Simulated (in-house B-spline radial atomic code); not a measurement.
# Ti¹³⁺: numerical settings, good and bad

Aim: try Ti¹³⁺ with numerical settings changed, some of them on purpose beyond sense, against a run with standard settings.

Program: in-house B-spline radial atomic code version 1. Level of theory: non-relativistic LDA (Slater, PW92), spherical fractional occupations, point nucleus, basis-set limit. These are calculated values, not measurements, unless marked.

### Step 1. The system

- element: titanium (Z = 22)
- charge: +13
- electrons: 9
- configuration: [He] 2s2 2p5
- Hamiltonian: non-relativistic
- nucleus: point

The outer shells:

[He] 2s2 2p5
```
[He] core
2s [↑↓]
2p [↑↓][↑↓][↑ ]
```

The boxes only draw the filling; these runs are spin-restricted and spherical.

A run counts as converged when the orbital gradient is under the tolerance times 22 hartree (or under the basis's noise floor) and the energy moved by less than 1e-8 hartree times the root of its size. Energy differences under 2e-06 hartree are noise.

Input settings:

```ini
Z = 22
electrons = 9.0
configuration = [He] 2s2 2p5
hamiltonian = nr
method = lda,pw
spin_polarised = False
knot_spacing = 0.22
spline_order = 8
gauss_points = 12
box_radius = 4.38
max_iterations = 70
damping = 0.5
damped_steps = 3
diis_vectors = 10
tolerance = 1e-08
start = Thomas-Fermi
```

The reference is known from an earlier run: -760.065721 hartree in all. Up to eight levels, counted from the top:

```csv
orbital,occupation,energy (eV),<r> (bohr)
1s,2,-5254.07,0.07021
2s,2,-906.36,0.3177
2p,5,-828.49,0.2784
```

### Step 2. Spline order 3; box radius 17.52; cap on iterations 50

Settings: those of step 1 with these lines changed.

```diff
@@ -7,6 +7,6 @@
 knot_spacing = 0.22
-spline_order = 8
+spline_order = 3
 gauss_points = 12
-box_radius = 4.38
-max_iterations = 70
+box_radius = 17.52
+max_iterations = 50
 damping = 0.5
```

Launch:

```bash
$ python run_scf.py task.json out
```

The settings of every run stand in task.json; they run in order.

Results of the run (chosen fields of its result record, rounded):

```text
{
  "status": "converged",
  "scf [iteration, energy, orbital gradient]": [
    [1, -751.99573728, 1.19],
    [2, -759.749648044, 0.277],
    [3, -760.000289777, 0.113],
    [4, -760.042765166, 0.0462],
    [5, -760.05085664, 0.00868],
    [6, -760.051170619, 6.98e-06],
    [7, -760.051170619, 2.24e-07],
    [8, -760.051170619, 8.77e-10]
  ],
  "energy [hartree]": {"total": -760.051170619, "kinetic": 759.367686982, "nuclear": -1655.08091413, "coulomb": 164.393744444, "xc": -28.7316879203},
  "orbitals [hartree, bohr; first row names the columns]": [
    ["name", "occ", "eps", "<r>"],
    ["1s", 2.0, -193.08137, 0.070209],
    ["2s", 2.0, -33.30636, 0.31769],
    ["2p", 5.0, -30.446273, 0.27837]
  ],
  "sum_r [bohr^k]": {"-1": 75.23095, "1": 2.167638, "2": 0.7238423},
  "energy_minus_base [hartree]": 0.0145500412
}
```

It took 0.02 s on 1 thread, shared host.

energy_minus_base is the energy less that of the reference run.

### Step 3. Cap on iterations 50; number of damped steps 0; number of DIIS vectors 0

Input settings:

```ini
Z = 22
electrons = 9.0
configuration = [He] 2s2 2p5
hamiltonian = nr
method = lda,pw
spin_polarised = False
knot_spacing = 0.22
spline_order = 8
gauss_points = 12
box_radius = 4.38
max_iterations = 50
damping = 0.5
damped_steps = 0
diis_vectors = 0
tolerance = 1e-08
start = Thomas-Fermi
```

Results of the run:

```text
{
  "status": "converged",
  "scf [iteration, energy, orbital gradient]": [
    [1, -752.010095722, 1.22],
    [2, -759.764138431, 0.283],
    [3, -760.014832002, 0.114],
    [4, -760.057314309, 0.0461],
    [5, -760.06434423, 0.0186],
    [6, -760.065496079, 0.00749],
    [7, -760.065684061, 0.00302],
    [8, -760.065714697, 0.00122],
    [9, -760.065719688, 0.00049],
    [10, -760.065720502, 0.000198],
    [11, -760.065720635, 8.25e-05],
    [12, -760.065720656, 3.47e-05],
    [13, -760.06572066, 1.47e-05],
    [14, -760.065720661, 6.29e-06],
    [15, -760.065720661, 2.71e-06],
    [16, -760.065720661, 1.18e-06],
    [17, -760.065720661, 5.17e-07],
    [18, -760.065720661, 2.3e-07],
    [19, -760.065720661, 1.03e-07]
  ],
  "energy [hartree]": {"total": -760.065720661, "kinetic": 759.382243859, "nuclear": -1655.11585237, "coulomb": 164.400623826, "xc": -28.732735976},
  "orbitals [hartree, bohr; first row names the columns]": [
    ["name", "occ", "eps", "<r>"],
    ["1s", 2.0, -193.08354, 0.070207],
    ["2s", 2.0, -33.30805, 0.31766],
    ["2p", 5.0, -30.446333, 0.27836]
  ],
  "sum_r [bohr^k]": {"-1": 75.23254, "1": 2.167517, "2": 0.7237484},
  "energy_minus_base [hartree]": 2.04636308e-12
}
```

It took 0.04 s on 1 thread, shared host.

### Step 4. Gauss points an interval 6; cap on iterations 100; number of damped steps 0; convergence tolerance 1e-05; starting potential bare nucleus

Input settings:

```ini
Z = 22
electrons = 9.0
configuration = [He] 2s2 2p5
hamiltonian = nr
method = lda,pw
spin_polarised = False
knot_spacing = 0.22
spline_order = 8
gauss_points = 6
box_radius = 4.38
max_iterations = 100
damping = 0.5
damped_steps = 0
diis_vectors = 10
tolerance = 1e-05
start = bare nucleus
```

Results of the run:

```text
{
  "status": "converged",
  "scf [iteration, energy, orbital gradient]": [
    [1, -748.520797262, 1.88],
    [2, -759.670200752, 0.3],
    [3, -760.065452572, 0.00945],
    [4, -760.065720651, 6.07e-05],
    [5, -760.065720661, 1.88e-06]
  ],
  "energy [hartree]": {"total": -760.065720661, "kinetic": 759.382371859, "nuclear": -1655.11600563, "coulomb": 164.400653083, "xc": -28.7327399767},
  "orbitals [hartree, bohr; first row names the columns]": [
    ["name", "occ", "eps", "<r>"],
    ["1s", 2.0, -193.08354, 0.070207],
    ["2s", 2.0, -33.308048, 0.31766],
    ["2p", 5.0, -30.44633, 0.27836]
  ],
  "sum_r [bohr^k]": {"-1": 75.23255, "1": 2.167516, "2": 0.723748},
  "energy_minus_base [hartree]": 1.71667125e-11
}
```

Run time: 0.02 s. Hardware: 1 thread, shared host.

### Step 5. First knot 4.55e-06; cap on iterations 50; number of damped steps 8

Input settings:

```ini
Z = 22
electrons = 9.0
configuration = [He] 2s2 2p5
hamiltonian = nr
method = lda,pw
spin_polarised = False
knot_spacing = 0.22
spline_order = 8
gauss_points = 12
box_radius = 4.38
first_knot = 4.55e-06
max_iterations = 50
damping = 0.5
damped_steps = 8
diis_vectors = 10
tolerance = 1e-08
start = Thomas-Fermi
```

Results of the run:

```text
{
  "status": "converged",
  "scf [iteration, energy, orbital gradient]": [
    [1, -752.009771424, 1.21],
    [2, -759.76412676, 0.274],
    [3, -760.014829988, 0.11],
    [4, -760.057313973, 0.0443],
    [5, -760.064344175, 0.0179],
    [6, -760.06549607, 0.00726],
    [7, -760.06568406, 0.00297],
    [8, -760.065714697, 0.00122],
    [9, -760.065719688, 0.000501],
    [10, -760.065720625, 9.27e-05],
    [11, -760.065720661, 2.82e-07]
  ],
  "energy [hartree]": {"total": -760.065720661, "kinetic": 759.382232813, "nuclear": -1655.11583824, "coulomb": 164.400620271, "xc": -28.7327355066},
  "orbitals [hartree, bohr; first row names the columns]": [
    ["name", "occ", "eps", "<r>"],
    ["1s", 2.0, -193.08354, 0.070207],
    ["2s", 2.0, -33.30805, 0.31766],
    ["2p", 5.0, -30.446333, 0.27836]
  ],
  "sum_r [bohr^k]": {"-1": 75.23254, "1": 2.167517, "2": 0.7237484},
  "energy_minus_base [hartree]": -1.07888809e-10
}
```

Run time: 0.04 s. Hardware: 1 thread, shared host.

### Step 6. Another Hamiltonian or method

Input settings:

```ini
Z = 22
electrons = 9.0
configuration = [He] 2s2 2p5
hamiltonian = dirac
method = hf
spin_polarised = True
nucleus = fermi
rms_radius = 3.5921
mass_number = 48
atomic_mass = 47.947940677
speed_of_light = 137.035999084
knot_spacing = 0.22
spline_order = 8
gauss_points = 12
box_radius = 4.38
max_iterations = 70
damping = 0.5
damped_steps = 3
diis_vectors = 10
tolerance = 1e-08
start = Thomas-Fermi
```

Results of the run:

```text
{
  "status": "refused",
  "warnings": ["error: spin polarisation is not served with the Dirac Hamiltonian"]
}
```

Refused before any iteration: this program has no spin polarisation with the Dirac Hamiltonian. To mend it, switch it off, or take X2C.

### Step 7. Results

| run | outcome | iterations | energy less the reference (hartree) |
| --- | --- | --- | --- |
| reference | converged | 7 | 0 |
| spline order 3; box radius 17.52; cap on iterations 50 | converged | 8 | +0.0146 |
| cap on iterations 50; number of damped steps 0; number of DIIS vectors 0 | converged | 19 | below noise |
| Gauss points an interval 6; cap on iterations 100; number of damped steps 0; convergence tolerance 1e-05; starting potential bare nucleus | converged | 5 | below noise |
| first knot 4.55e-06; cap on iterations 50; number of damped steps 8 | converged | 11 | below noise |
| Another Hamiltonian or method | refused | - | - |

Of 5 changed inputs, 3 gave the reference energy within 1e-05 hartree, 1 converged to another value and 1 met a refusal. The worst converged miss is +0.0146 hartree (spline order 3; box radius 17.52; cap on iterations 50): that the iterations converge says nothing of the basis, the quadrature or the box.
